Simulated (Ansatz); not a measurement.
**F: strong compression**

One table from this session's results is given with a row withheld; the runs are named, their logs left out.

Program: Ansatz 0.2.0. Level of theory: DFT LDA, with the methods named in each step. These are calculated values, not measurements.

2 further runs of the same task are left out: 2 that didn't finish. Runs told in other sessions of the task aren't counted.

## Starting point

The structure is cubic, space group Pm-3m (No. 221). The conventional cell has a = 2.412 Å, b = 2.412 Å, c = 2.412 Å, α = 90.00°, β = 90.00°, γ = 90.00°. F (site symmetry m-3m) has 6 F at 2.41 Å in its first shell of neighbours.

As a file:

```cif
data_structure
_symmetry_space_group_name_H-M 'P 1'
_symmetry_Int_Tables_number 1
_cell_length_a 2.4124
_cell_length_b 2.4124
_cell_length_c 2.4124
_cell_angle_alpha 90.000
_cell_angle_beta 90.000
_cell_angle_gamma 90.000
_cell_volume 14.04
loop_
_atom_site_label
_atom_site_type_symbol
_atom_site_fract_x
_atom_site_fract_y
_atom_site_fract_z
_atom_site_occupancy
F1 F 0.00000 0.00000 0.00000 1
```

Whether this phase is the stable one at these pressures isn't tested.

Set-up of the first run:

input.yaml reads:

```yaml
crystal:
  lattice:
    - [2.4124354551, 0.0, 0.0]
    - [0.0, 2.4124354551, 0.0]
    - [0.0, 0.0, 2.4124354551]
  atoms:
    - { symbol: F, position: [0.0, 0.0, 0.0] }
kpoints:
  mp_grid: { grid: [17, 17, 17] }
scf:
  occupations: { method: fermi_dirac, width: 0.08 }
hamiltonian:
  xc: lda
  pseudopotentials: { kind: paw }
output:
  forces: true
  stress: true
relax:
  f_tol: 0.005
  max_steps: 40
  cell: {}
```

The run is started by

```
$ ansatz run input.yaml --threads 1 --pin off --max-ram 2048MiB --backend cpu --events-out ev --progress --plain --runs-dir out
```

Among the steps run: Cell relaxed at zero pressure, PAW; Volume scaled by 1, PAW; Volume scaled by 1, PAW (level accurate); Volume scaled by 0.9, PAW; Volume scaled by 0.8, PAW; Volume scaled by 0.7, PAW; Volume scaled by 0.6, PAW; Volume scaled by 0.5, PAW; Volume scaled by 0.4, PAW; Volume scaled by 0.4, PAW (source ansatz).

One table of the session follows, with a row left open; its other results are not shown here.

```
              method  volume over the first  volume (Å³/atom)  pressure (GPa)
                 PAW                      1             9.054           -0.04
                 PAW                    0.9             8.149           14.70
                 PAW                    0.8             7.243           41.74
                 PAW                    0.7             6.338           92.62
                 PAW                    0.6             5.433          192.19
                 PAW                    0.5             4.527          397.59
                 PAW                    0.4             3.622          862.55
PAW (level accurate)                      1             9.054           -0.08
 PAW (source ansatz)                    0.4                 ?               ?
```

Q: Estimate the row for PAW (source ansatz), 0.4 from the others.

The run gave: volume (Å³/atom): 3.622; pressure (GPa): 861.65.

Caveats from the session: At pressures up to 863 GPa the PAW spheres may overlap and frozen cores may not hold, so those PAW values are rough without an all-electron check.
